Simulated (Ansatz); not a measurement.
# BLYP/def2-SVP run of C2H3BFN (SMILES FB1C=NC1)

Aim: the vertical ionisation energy of C2H3BFN at BLYP/def2-SVP, from 2 runs. 

The calculation is run with Ansatz 0.2.0.

122 further runs of the same task are left out: 122 set aside as unsound or not needed.

### 1 Starting point

C2H3BFN has 8 atoms, charge 0, and is taken as a singlet. As SMILES, `FB1C=NC1`. Geometry: relaxed at PBE0-D4/def2-TZVP.

Bond lengths: F1–B2 1.312 Å, B2–C3 1.553 Å, C3–N4 1.291 Å, B2–C5 1.580 Å, N4–C5 1.510 Å, C3–H6 1.087 Å, C5–H7 1.093 Å, C5–H8 1.090 Å. Some angles: F1–B2–C3 135.6°, F1–B2–C5 135.3°, C3–B2–C5 86.1°, B2–C3–N4 90.7°, C3–N4–C5 99.2°, B2–C5–N4 82.2°, B2–C3–H6 145.8°, N4–C3–H6 122.6°, B2–C5–H7 120.5°, B2–C5–H8 118.9°.

### 2 The energy at BLYP/def2-SVP

File input.yaml:

```yaml
crystal:
  periodic: [false, false, false]
  atoms:
    - {symbol: F, position_ang: [0.213200, -1.007300, 1.918400]}
    - {symbol: B, position_ang: [-0.024100, -0.304800, 0.836200]}
    - {symbol: C, position_ang: [0.319000, 1.128500, 0.345800]}
    - {symbol: N, position_ang: [0.303900, 0.728600, -0.881200]}
    - {symbol: C, position_ang: [-0.301700, -0.640600, -0.682300]}
    - {symbol: H, position_ang: [0.656500, 2.120900, 0.633900]}
    - {symbol: H, position_ang: [0.257100, -1.432700, -1.186200]}
    - {symbol: H, position_ang: [-1.331600, -0.649700, -1.040300]}
basis:
  gaussian:
    orbitals: def2-SVP
hamiltonian:
  xc: {name: BLYP}
accuracy: high
output: {orbitals: {seedname: orbitals}}
```

The run is started by

```console
$ ansatz run input.yaml --threads 1 --pin off --max-ram 3480MiB --events-out events.jsonl --progress --plain --runs-dir runs
```

The program printed:

```text
Warning: RAYON_NUM_THREADS=1 ignored (pool sized by the plan → 1); use --threads N
Functional definition: BLYP
  name "BLYP"
  parameter beta = 0.0042
  parameter a = 0.04918
  parameter b = 0.132
  parameter c = 0.2533
  parameter d = 0.349
  exchange = b88_x(beta = beta)
  correlation = lyp_c(a = a, b = b, c = c, d = d)
2019 factors; integrals over basis functions are off by at most 3.4e-9 eV
mean field evaluation 1: about -6990.8901 eV, gradient 5.5e1 eV
mean field evaluation 2: about -6975.3392 eV, gradient 9.4e1 eV
mean field evaluation 4: about -6998.4158 eV, gradient 6.3e0 eV
mean field evaluation 8: about -6998.5035 eV, gradient 3.5e-1 eV
mean field evaluation 16: about -6998.5037 eV, gradient 4.5e-5 eV
mean field -6998.50373954 eV, -257.1902686719 hartree, gradient 8.2e-9 eV, S^2 0.000000; 0 other end points of the search recorded, 0 dependent functions left out
reference -6998.50379079 eV, -257.1902705552 hartree; 18, 18 occupied and 67, 67 virtual orbitals, 2019 factors
Total energy: -6998.50379079 eV, -257.1902705552 hartree
```

Run time: 5.1 s. Hardware: 1 thread of Arm Neoverse V2, shared host; peak memory 0.22 GiB.

### 3 The doublet cation

File in.yaml:

```yaml
crystal:
  periodic: [false, false, false]
  atoms:
    - symbol: F
      position_ang: [0.213200, -1.007300, 1.918400]
    - symbol: B
      position_ang: [-0.024100, -0.304800, 0.836200]
    - symbol: C
      position_ang: [0.319000, 1.128500, 0.345800]
    - symbol: N
      position_ang: [0.303900, 0.728600, -0.881200]
    - symbol: C
      position_ang: [-0.301700, -0.640600, -0.682300]
    - symbol: H
      position_ang: [0.656500, 2.120900, 0.633900]
    - symbol: H
      position_ang: [0.257100, -1.432700, -1.186200]
    - symbol: H
      position_ang: [-1.331600, -0.649700, -1.040300]
basis:
  gaussian: {orbitals: def2-SVP}
total_charge: 1
magnetization: {spin_polarized: true, initial_magnetization: 1}
hamiltonian: {xc: {name: BLYP}}
accuracy: high
output: {orbitals: {seedname: orbitals}}
```

The run is started by

```console
$ ansatz run in.yaml --threads 1 --pin off --max-ram 3480MiB --events-out events.jsonl --progress --plain --runs-dir runs
```

The program printed:

```text
Warning: RAYON_NUM_THREADS=1 ignored (pool sized by the plan → 1); use --threads N
[... 9 set-up lines as earlier in the session ...]
2018 factors; integrals over basis functions are off by at most 3.5e-9 eV
mean field evaluation 1: about -6977.5797 eV, gradient 5.3e1 eV
mean field evaluation 2: about -6943.2445 eV, gradient 1.1e2 eV
mean field evaluation 4: about -6987.7369 eV, gradient 1.6e1 eV
mean field evaluation 8: about -6988.9558 eV, gradient 4.2e-1 eV
mean field evaluation 16: about -6988.9506 eV, gradient 1.0e-3 eV
mean field evaluation 32: about -6987.6909 eV, gradient 3.2e0 eV
mean field -6988.95055243 eV, -256.8391955210 hartree, gradient 4.2e-8 eV, S^2 0.754917; 2 other end points of the search recorded, 0 dependent functions left out
reference -6988.95060024 eV, -256.8391972778 hartree; 18, 17 occupied and 67, 68 virtual orbitals, 2018 factors
Total energy: -6988.95060024 eV, -256.8391972778 hartree
```

Wall time 9 s (1 thread of Arm Neoverse V2, shared host); peak memory 0.27 GiB.

### 4 What came out

Level: BLYP/def2-SVP.

| quantity | value |
| --- | --- |
| singlet C2H3BFN: total energy | -257.19027 Eh |
| singlet C2H3BFN: HOMO energy | -5.80 eV |
| singlet C2H3BFN: LUMO energy | -2.52 eV |
| singlet C2H3BFN: HOMO–LUMO gap | 3.28 eV |
| doublet cation: total energy | -256.83920 Eh |
| doublet cation: HOMO energy (highest over α and β) | -14.26 eV |
| doublet cation: LUMO energy (lowest over α and β) | -13.27 eV |
| doublet cation: ⟨S²⟩ | 0.755 |
| vertical ionisation energy (to the doublet cation) | 9.553 eV |

The vertical ionisation energy comes to 9.55 eV (922 kJ/mol). The negative HOMO energy of the first species, 5.80 eV, lies 3.75 eV below that difference.
